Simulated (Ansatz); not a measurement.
# Hf2Pd2Se2Br2O3 (Cm) in Ansatz: single point with HSE06

Aim: the single point of Hf2Pd2Se2Br2O3 with HSE06.

All numbers are computed with Ansatz 0.2.0; they aren't measurements. Logs are shortened: lines on timing, memory, paths and dates and some standing lists are left out, and cuts for length are marked.

## Step 1: Starting point

The structure is monoclinic, space group Cm (No. 8). The conventional cell has a = 15.354 Å, b = 3.419 Å, c = 13.208 Å, α = 90.00°, β = 107.63°, γ = 90.00°. Hf (site symmetry m) is surrounded by 3 O at 1.97 to 2.13 Å. Hf (site symmetry m) has 3 O at 1.87 to 2.09 Å as nearest neighbours. Around Pd (site symmetry m) lie 2 O at 2.23 Å and 2 Se at 2.41 Å. Around Pd (site symmetry m) lie 4 Se at 2.42 to 2.60 Å. Se (site symmetry m) is surrounded by 2 Pd at 2.42 Å and 1 Hf at 2.76 Å. Se (site symmetry m) is surrounded by 4 Pd at 2.41 to 2.60 Å. Around Br (site symmetry m) lie 3 Hf at 2.82 to 3.06 Å and 3 O at 3.21 to 3.22 Å. Around Br (site symmetry m) lie 2 Hf at 2.73 Å.

The cell was built by a generator and needn't be a form met in nature.

## Step 2: Single point, HSE06

Contents of input.yaml:

```yaml
crystal:
  lattice:
    - [7.67722, -1.70971, 0.0]
    - [7.67722, 1.70971, 0.0]
    - [-3.99941, 0.0, 12.58754]
  atoms:
    - { symbol: Hf, position: [0.05486, 0.05486, 0.93856] }
    - { symbol: Hf, position: [0.39372, 0.39372, 0.71691] }
    - { symbol: Pd, position: [0.8208, 0.8208, 0.49036] }
    - { symbol: Pd, position: [0.67714, 0.67714, 0.25693] }
    - { symbol: Se, position: [0.07768, 0.07768, 0.15435] }
    - { symbol: Se, position: [0.21009, 0.21009, 0.412] }
    - { symbol: Br, position: [0.41355, 0.41355, 0.9548] }
    - { symbol: Br, position: [0.75396, 0.75396, 0.71349] }
    - { symbol: O, position: [0.40299, 0.40299, 0.57873] }
    - { symbol: O, position: [0.61446, 0.61446, 0.92698] }
    - { symbol: O, position: [0.96906, 0.96906, 0.77831] }
hamiltonian:
  xc: hse06
  pseudopotentials: { kind: paw }
kpoints:
  mp_grid: { grid: [4, 4, 1] }
scf:
  occupations: { method: fermi_dirac, width: 0.05 }
output:
  forces: true
  stress: true
  eigenvalues: true
```

Potentials or basis: Ansatz PAW.

Launch:

```sh
ansatz run input.yaml --threads 8 --pin off --max-ram 20480MiB --backend cpu --events-out ev --progress --plain --runs-dir out
```

Output:

```text
Warning: output.stress: scf.convergence.dr2_threshold = 1e-7 eV (the SCF's general default) is looser than the 1.1e-9 eV advised for a printed stress (1e-10 eV for each atom of the cell: 11). What an SCF threshold leaves in a stress goes as its square root, and in the free energy as the threshold itself, and one threshold admits the most on a small cell: of the crystals measured, under no hybrid functional and no lock of the moments, on runs that ended without the residual-converged pass, on stresses that held no estimate of that error, the worst erred by over 100 MPa in a component at 1e-7 eV an atom and by under 5 at 1e-10. Set scf.convergence.dr2_threshold to 1.1e-9 eV or tighter. The threshold is an SCF's pass mark: one that does not reach it within its budget of iterations ends unconverged, or closes short of it on a stop that the run arms, and scf.convergence.dr2_threshold's page says what that costs each kind of run
Warning: output.stress: scf.exx.energy_threshold = 1e-6 eV is looser than the 1.1e-7 eV advised for a stress under a hybrid functional (1e-8 eV for each atom of the cell: 11). Every SCF of the exchange loop can meet its threshold on dr2 while the loop round them stops early: no threshold on dr2 bounds what that leaves in the stress. Set scf.exx.energy_threshold to 1.1e-7 eV or tighter. The threshold is the loop's pass mark: a loop that does not reach it within its budget of cycles ends unconverged, and scf.exx.energy_threshold's page has the law
Warning: RAYON_NUM_THREADS=8 ignored (pool sized by the plan → 8); use --threads N
basis.fft_grid_basis auto: the FFT boxes are laid along the combinations [[1, -1, 0], [0, 1, 0], [0, 0, 1]] of the cell's own vectors, 3.419, 7.865 and 13.208 Å long. The dense box has 24×54×90 points. Along the cell's own vectors, as sized, it would have 54×54×90, 2.25 times as many. Of the 2 symmetry operations that the crystal satisfies within crystal.symmetry.tolerance (time reversal apart; of a slab, those that keep its plane) the dense box along the cell's own vectors carries 2, and the one as laid loses 1 of those. basis.fft_grid_basis: typed keeps the cell's own vectors: state it where this run's energies or levels are differenced outside the engine with another run's, or held beside a run that keeps those vectors.
Engine: ansatz 0.2.0, aarch64-unknown-linux-gnu
Pseudopotentials: kind: paw
Pseudopotential: Hf, paw, valence charge 26, recommended cutoff 420 eV (normal), Hf.paw.azcp
Pseudopotential: Pd, paw, valence charge 18, recommended cutoff 420 eV (normal), Pd.paw.azcp
Pseudopotential: Se, paw, valence charge 16, recommended cutoff 420 eV (normal), Se.paw.azcp
Pseudopotential: Br, paw, valence charge 7, recommended cutoff 420 eV (normal), Br.paw.azcp
Pseudopotential: O, paw, valence charge 6, recommended cutoff 420 eV (normal), O.paw.azcp
Functional definition: HSE06
  parameter a = 0.25
  parameter omega = 0.11/bohr
  exchange = pbe_x - a*pbe_x_sr(omega) + a*exact_x_sr(omega)
  correlation = pbe_c
Crystal: 11 atoms, lattice volume = 330.444 Å³
Basis set: ecut = 420 eV, 6459 PW (Γ), FFT grids on a1−a2, a2, a3, exchange–correlation on 48×108×180 points (8 copies of the dense FFT grid, shifted against one another)
Bands: 92, of which v1, the nominal top of the filled ones, is band 76 counted from 1 (75 counted from 0)
Symmetry: 2 space group operations
Space group: Cm (ITA 8), of the structure as read, at distance tolerance 6.9e-5 Å
k-points: 7 of 16 (time reversal used)
Non-local potential: Hf, projectors of the file, l = 0: 3, l = 1: 2, l = 2: 2, l = 3: 3
Non-local potential: Pd, projectors of the file, l = 0: 2, l = 1: 2, l = 2: 2, l = 3: 1
Non-local potential: Se, projectors of the file, l = 0: 2, l = 1: 2, l = 2: 3, l = 3: 1
Non-local potential: Br, projectors of the file, l = 0: 2, l = 1: 2, l = 2: 2
Non-local potential: O, projectors of the file, l = 0: 2, l = 1: 2, l = 2: 1
PAW form: soft (Blöchl's): semilocal exchange-correlation on the pseudo side does not see the compensation charge
[... 66 lines left out ...]
hybrid outer 3: dexx = +2.604e-8 eV, tail = 5.89e-9 eV, Δε = 3.56e-4 eV (about 5.20e-5 eV left of the loop's levels), ΔF = 3.61e-4 eV/Å (tail 4.62e-4)
hybrid SCF converged: 3 outer / 21 inner (+7 warm-up), last move |dexx| = 2.60e-8 eV, tail = 5.89e-9 eV
Stability not checked: this state was not tested for a lower state beside it, because the functional holds exact exchange (a hybrid, or Hartree-Fock), whose exchange loop this test does not read (fock_operator; see scf.lower_state_search)
Free energy (F): -63617.125742 eV
Frozen-core exchange: fock
Harris-Foulkes:  -63617.125742 eV  (|F-HF|=2.09e-9)
Internal energy: -63617.125742 eV  (E = F + TS)
E sigma→0 (E₀):  -63617.125742 eV
Entropy (-TS):   -0.000000 eV (-0.000 meV/atom)
Fermi energy:    4.819195 eV
--- Per-component energies (eV) ---
  E_band       = -2932.149544
  E_kinetic    = 2886.861591
  E_local      = -42629.515097  (includes V_loc(G=0)·N_el)
  E_nonlocal   = -2988.673914
  E_hartree    = 19644.891694
  E_xc         = -1499.379931
  E_vxc        = -1296.472871  (∫ρ·V_xc dr)
  E_exx        = -593.159115  (= α·E_x^exact, valence–valence)
  E_paw        = -29925.977776  (= ΣΔE_a)
  E_vpaw       = 2992.179337  (= ΣTr[D̂ρ^β])
  E_aug_tail   = 0.006514  (compensation charges beyond the density's cutoff)
  E_ewald      = -8510.423500
  E_core_change = -1.756209  (= ΣΔE_core)
  E_smearing   = -0.000000  (= −TS)
  E_closure    = 0.000001  (closes the sum)
  Σ components = -63617.125742   (vs F -63617.125742, Δ=0.00e0)
--- Forces (eV/Å), atoms counted from 1 ---
  atom   1  Hf     0.22307068     0.00000000     0.00044499
  atom   2  Hf     0.33790555     0.00000000    -0.20558330
  atom   3  Pd    -0.05074477     0.00000000     0.04560053
  atom   4  Pd    -0.36072218     0.00000000    -0.03377461
  atom   5  Se     0.29320514     0.00000000     0.04467917
  atom   6  Se     0.31979457     0.00000000    -0.02715595
  atom   7  Br     0.15856136     0.00000000    -0.14807667
  atom   8  Br     0.23232438     0.00000000    -0.04276446
  atom   9  O     -0.47784415     0.00000000     0.37070921
  atom  10  O     -0.44208934     0.00000000     0.00478018
  atom  11  O     -0.23339907     0.00000000    -0.00893626
  max |Σ_I F_I| component: 7.72e-5 eV/Å
--- Stress (GPa, compression-positive) ---
       -1.237694       0.000000      -0.103191
        0.000000      -2.098873       0.000000
       -0.103189       0.000000      -1.560658
  P = ⅓ Tr σ = -1.6324 GPa (-16.324 kbar)
--- Band table (eV; the first three rows and the last of 7) ---
  k-point 0: bands = ["-84.0127", "-83.8481", "-61.8255", "-61.7828", "-48.6483", "-48.6403", "-48.4761", "-48.4666", "-47.9594", "-47.8421", "-47.1289", "-47.1261", "-47.0680", "-47.0474", "-47.0328", "-46.7030", "-46.6993", "-46.5997", "-46.5703", "-46.5447", "-29.4029", "-29.2690", "-29.2246", "-29.0778", "-29.0717", "-28.9880", "-17.2039", "-16.3505", "-15.5545", "-12.7396", "-12.5601", "-11.7462", "-11.7401", "-11.7169", "-11.7111", "-11.7057", "-11.7052", "-11.6766", "-11.6717", "-11.6706", "-11.6619", "-11.6388", "-11.6173", "-11.6168", "-11.5338", "-10.0987", "-9.3753", "-3.1201", "-2.1370", "-2.0421", "-1.9711", "-1.6251", "-1.5085", "-1.0326", "-0.9130", "-0.4217", "-0.1357", "0.0781", "0.1357", "0.3123", "0.4928", "0.6203", "0.8493", "1.0068", "1.4080", "1.4486", "1.7061", "1.8301", "1.9839", "2.2682", "2.2746", "2.6431", "2.7567", "3.3575", "3.4990", "3.9240", "6.1637", "7.1920", "7.7714", "7.9359", "8.2126", "8.5263", "8.6043", "8.6360", "9.0076", "9.3322", "9.7412", "10.2997", "10.6196", "10.9497", "11.0510", "11.1400"]
  k-point 1: bands = ["-84.0123", "-83.8477", "-61.8203", "-61.7768", "-48.6577", "-48.6406", "-48.4854", "-48.4678", "-47.9587", "-47.8415", "-47.1283", "-47.1254", "-47.0681", "-47.0468", "-47.0331", "-46.7023", "-46.6989", "-46.5999", "-46.5703", "-46.5444", "-29.3911", "-29.3189", "-29.2829", "-29.2012", "-29.1443", "-29.0645", "-16.9921", "-15.8999", "-15.5124", "-12.5251", "-12.3732", "-11.7530", "-11.7385", "-11.7137", "-11.7125", "-11.7072", "-11.7000", "-11.6797", "-11.6744", "-11.6659", "-11.6632", "-11.6401", "-11.6292", "-11.6115", "-11.5642", "-9.7245", "-9.1419", "-2.6386", "-2.5168", "-1.9694", "-1.8571", "-1.3850", "-1.1426", "-0.7753", "-0.6639", "-0.4554", "-0.3498", "-0.2093", "-0.0498", "0.0224", "0.1998", "0.3496", "0.4811", "0.8344", "0.9582", "1.1098", "1.3252", "1.4420", "1.8617", "2.0004", "2.2773", "2.5100", "3.0113", "3.1497", "3.5073", "3.8827", "5.7524", "6.3613", "7.2810", "7.9154", "8.2874", "8.6673", "8.9754", "9.0740", "9.4262", "9.6464", "10.1411", "10.4272", "10.5638", "11.0712", "11.2371", "11.6630"]
  k-point 2: bands = ["-84.0119", "-83.8472", "-61.8150", "-61.7708", "-48.6664", "-48.6415", "-48.4944", "-48.4689", "-47.9581", "-47.8411", "-47.1272", "-47.1251", "-47.0683", "-47.0463", "-47.0333", "-46.7006", "-46.6994", "-46.6002", "-46.5704", "-46.5441", "-29.5374", "-29.5037", "-29.3191", "-29.1786", "-29.1461", "-29.0611", "-16.8178", "-15.4944", "-15.4715", "-12.2243", "-12.2043", "-11.7537", "-11.7370", "-11.7128", "-11.7105", "-11.7100", "-11.6962", "-11.6768", "-11.6727", "-11.6688", "-11.6593", "-11.6444", "-11.6190", "-11.6115", "-11.5902", "-9.3004", "-8.8510", "-2.8244", "-2.4779", "-1.9284", "-1.6652", "-1.4393", "-1.3752", "-0.9772", "-0.8456", "-0.7030", "-0.5942", "-0.4607", "-0.1880", "0.0408", "0.1347", "0.2440", "0.5244", "0.9152", "0.9515", "1.1142", "1.5963", "1.7016", "1.8344", "1.8864", "2.1646", "2.3828", "2.7856", "2.9938", "3.0127", "3.5320", "6.4076", "6.9378", "7.9018", "8.0162", "8.1200", "8.3892", "8.6234", "8.8784", "9.3303", "9.6087", "9.8124", "10.2187", "10.3986", "10.7645", "11.2880", "11.5933"]
  k-point 6: bands = ["-84.0128", "-83.8481", "-61.8255", "-61.7828", "-48.6483", "-48.6403", "-48.4761", "-48.4666", "-47.9594", "-47.8422", "-47.1289", "-47.1261", "-47.0680", "-47.0474", "-47.0328", "-46.7030", "-46.6993", "-46.5997", "-46.5703", "-46.5447", "-29.4029", "-29.2690", "-29.2246", "-29.0778", "-29.0717", "-28.9880", "-17.2036", "-16.3504", "-15.5544", "-12.7419", "-12.5591", "-11.7462", "-11.7401", "-11.7169", "-11.7112", "-11.7057", "-11.7052", "-11.6766", "-11.6717", "-11.6705", "-11.6619", "-11.6391", "-11.6172", "-11.6168", "-11.5342", "-10.0957", "-9.3788", "-3.1045", "-2.1369", "-1.9522", "-1.9167", "-1.6329", "-1.5073", "-1.0437", "-1.0314", "-0.5144", "-0.1819", "-0.0246", "0.1989", "0.4204", "0.4883", "0.4988", "0.9263", "1.1580", "1.4020", "1.4137", "1.7103", "1.8073", "1.9788", "2.1711", "2.2608", "2.7367", "2.7565", "3.3219", "3.5212", "3.8238", "6.1845", "7.1866", "7.6831", "8.1273", "8.4794", "8.6561", "8.7382", "9.1942", "9.2673", "9.5213", "9.5628", "9.9191", "10.5038", "10.6299", "10.9609", "11.1501"]
```

Run time: 1.9 min. Hardware: 8 threads of Arm Neoverse V1, shared host; peak memory 5.5 GiB.

What came out:

| Item | Value |
| --- | --- |
| Free energy | -63617.1257 eV |
| Pressure | -1.6 GPa |
| Largest force | 0.605 eV/Å |
| Band gap on the k mesh | 1.78 eV, indirect (least direct gap 1.80 eV) |

Forces in eV/Å, atoms in the order of the input:
```
Hf   0.223  0.000  0.000
Hf   0.338  0.000 -0.206
Pd  -0.051  0.000  0.046
Pd  -0.361  0.000 -0.034
Se   0.293  0.000  0.045
Se   0.320  0.000 -0.027
Br   0.159  0.000 -0.148
Br   0.232  0.000 -0.043
O   -0.478  0.000  0.371
O   -0.442  0.000  0.005
O   -0.233  0.000 -0.009
```

Stress tensor (GPa, compression positive):
```
-1.24  0.00 -0.10
 0.00 -2.10  0.00
-0.10  0.00 -1.56
```

Levels at points of the mesh, in eV from the valence-band top:
```
             k point  band 72  band 73  band 74  band 75  band 76  band 77  band 78  band 79  band 80  band 81
  (0.00, 0.00, 0.00)    -1.28    -1.17    -0.57    -0.43     0.00     2.24     3.27     3.85     4.01     4.29
 (0.00, -0.50, 0.00)    -1.54    -1.14    -0.93    -0.91    -0.39     2.48     3.01     3.98     4.09     4.20
(-0.50, -0.50, 0.00)    -1.19    -1.17    -0.60    -0.40    -0.10     2.26     3.26     3.76     4.20     4.56
```

Caveat: the k mesh is coarse (spacing up to 0.50 Å⁻¹), so the values aren't converged, least of all with exact exchange; spin-orbit coupling is left out, which moves the levels of the heavy elements; the PAW data sets come from PBE, with cores solved anew for the run's functional, which leaves a small shift of forces and pressure; the thresholds are loose for stress. A k mesh can miss the band edges.
